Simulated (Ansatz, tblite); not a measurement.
# The cluster Si₇: a ladder of methods and basis sets

Aim: run the singlet of the cluster Si₇ at one geometry on many levels, and compare frontier levels, spin and run time.

The runs use Ansatz 0.2.0, Gaussian basis; as each input shows.

Levels to be run: GFN1-xTB, GFN2-xTB, PBE-D4/def2-TZVP, r2SCAN-D4/def2-TZVP, revPBE-D4/def2-TZVP, LC-ωPBE/def2-TZVP, LC-ωPBE(0.10)/def2-SVP, LC-ωPBE(0.15)/def2-SVP, LC-ωPBE(0.20)/def2-SVP, LC-ωPBE(0.30)/def2-SVP, PBE-D4/def2-SVP, PBE0-D4/def2-SVP, PBE0-D4/def2-TZVPD, PBE-D4/def2-TZVPD, r2SCAN-D4/def2-TZVPD, CCSD(T)/def2-TZVP, RPA/def2-TZVP.

2 further runs of the same task are left out: 2 set aside as unsound or not needed.

### Step 1. The relaxed structure

The singlet was relaxed beforehand with r2SCAN-D4/def2-SVP. At that level it is the lowest of the isomers that a small search found.

7 atoms, charge 0, spin multiplicity 1.

Bond lengths: Si1–Si4 2.472 Å, Si1–Si6 2.472 Å, Si2–Si4 2.472 Å, Si2–Si6 2.472 Å, Si3–Si4 2.472 Å, Si3–Si6 2.472 Å, Si4–Si5 2.472 Å, Si4–Si7 2.472 Å, Si5–Si6 2.472 Å, Si6–Si7 2.472 Å. Angles: Si4–Si1–Si6 61.4°, Si4–Si2–Si6 61.4°, Si4–Si3–Si6 61.4° and more.

PBE0-D4/def2-TZVP was run before; its log isn't repeated, and its numbers join the tables.

### Step 2. GFN1-xTB

Tight binding, by tblite at 300 K electronic temperature and without a spin-polarisation term:

```python
tblite.interface.Calculator('GFN1-xTB', numbers, positions, charge=0, uhf=0).singlepoint()
```

Energy -339.8175 eV, HOMO -9.28 eV, LUMO -8.07 eV; 0.015 s.

### Step 3. GFN2-xTB

Tight binding, by tblite at 300 K electronic temperature and without a spin-polarisation term:

```python
tblite.interface.Calculator('GFN2-xTB', numbers, positions, charge=0, uhf=0).singlepoint()
```

Energy -316.6255 eV, HOMO -5.28 eV, LUMO -4.73 eV; 0.022 s.

### Step 4. PBE-D4/def2-TZVP

start.molden holds the orbitals of an earlier run on this state, given as this run's starting guess.

in.yaml

```yaml
crystal:
  periodic: [false, false, false]
  atoms:
    - {symbol: Si, position_ang: [0.465864, -1.330535, -1.590498]}
    - {symbol: Si, position_ang: [-1.713407, -0.157820, -1.247528]}
    - {symbol: Si, position_ang: [0.770861, 0.919842, 1.754026]}
    - {symbol: Si, position_ang: [0.414365, 0.971836, -0.691688]}
    - {symbol: Si, position_ang: [2.001274, -0.664767, 0.264773]}
    - {symbol: Si, position_ang: [-0.414125, -0.971731, 0.691716]}
    - {symbol: Si, position_ang: [-1.524832, 1.233165, 0.819190]}
basis:
  gaussian: {orbitals: def2-TZVP, initial_orbitals: start.molden}
hamiltonian: {xc: pbe, dispersion: d4}
scf: {omitted_lower_state_checks: [starts]}
output: {orbitals: {seedname: orbitals}}
```

Run with:

```sh
$ ansatz run in.yaml --threads 4 --pin off --events-out ev --progress --plain --max-ram 4787MiB
```

After this run come: r2SCAN-D4/def2-TZVP; revPBE-D4/def2-TZVP; LC-ωPBE/def2-TZVP; LC-ωPBE(0.10)/def2-SVP; LC-ωPBE(0.15)/def2-SVP; LC-ωPBE(0.20)/def2-SVP; LC-ωPBE(0.30)/def2-SVP; PBE-D4/def2-SVP; PBE0-D4/def2-SVP; PBE0-D4/def2-TZVPD; PBE-D4/def2-TZVPD; r2SCAN-D4/def2-TZVPD; CCSD(T)/def2-TZVP; RPA/def2-TZVP.

Q: Predict the results of all the runs planned. Wanted: gap in def2-TZVP, named functionals, smallest and largest; gap over the ω; correlation energy, CCSD(T)/def2-TZVP; binding an atom, functionals in def2-TZVP; PBE0 total energy, smallest basis above largest.

As calculated:

| quantity | value |
| --- | --- |
| gap in def2-TZVP, named functionals, smallest and largest | 2.11 eV (PBE-D4), 7.33 eV (LC-ωPBE) |
| gap over the ω (1/bohr) | 4.81 eV at 0.1, 6.95 eV at 0.3 |
| correlation energy, CCSD(T)/def2-TZVP | -24.62 eV |
| binding an atom, functionals in def2-TZVP | 3.37 (LC-ωPBE) to 3.79 eV (PBE-D4) |
| PBE0 total energy, smallest basis above largest | 19.24 eV (def2-SVP, def2-TZVPD) |

**Reading.** Over the named functionals in def2-TZVP the gap runs from 2.11 eV (PBE-D4) to 7.33 eV (LC-ωPBE); exact exchange widens it. Raising the ω (1/bohr) from 0.1 to 0.3 moves the HOMO by -1.26 eV and the LUMO by +0.88 eV. Notes on CCSD(T)/def2-TZVP: large T1 diagnostic.
